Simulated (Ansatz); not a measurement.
The system is BiTe.

```
Bi Te
1.0
     0.00000    3.23500    3.23500
     3.23500    0.00000    3.23500
     3.23500    3.23500    0.00000
Bi Te
1 1
Direct
  0.00000 0.00000 0.00000
  0.50000 0.50000 0.50000
```

* Program: Ansatz 0.2.0
* Task: relaxation of cell and atoms
* Functional: B3LYP
* Potentials or basis: Ansatz PAW
* Cutoff: 420 eV (not typed: the program's choice for these potentials)
* k mesh: 4 × 4 × 4
* Occupations: fermi-dirac, width 0.05 eV
* Spin: no spin polarisation

At the start: volume 33.86 Å³/atom.

How do energy, volume and symmetry change on relaxing?

It ends after 5 steps and the volume is 35.25 Å³/atom (+4.1 %); space group Fm-3m (No. 225, to 0.05 Å).

The path:
```tsv
step	energy change (eV)	largest force (eV/Å)	volume (Å³)
1	0.0000	0.0000	67.71
2	-0.0122	0.0000	71.91
3	-0.0163	0.0000	70.60
4	-0.0164	0.0000	70.49
5	-0.0169	0.0000	70.49
```

Final structure:
```yaml
crystal:
  lattice:
    - [0.00000, 3.27869, 3.27869]
    - [3.27869, 0.00000, 3.27869]
    - [3.27869, 3.27869, 0.00000]
  atoms:
    - { symbol: Bi, position: [0.00000, 0.00000, 0.00000] }
    - { symbol: Te, position: [0.50000, 0.50000, 0.50000] }
```

Caveat: the k mesh is coarse (spacing up to 0.42 Å⁻¹), so the values aren't converged, least of all with exact exchange; the plane-wave basis is chosen anew once the cell has moved, so the energies of steps on either side of that aren't comparable; the PAW data sets come from PBE, with cores solved anew for the run's functional, which leaves a small shift of forces and pressure.
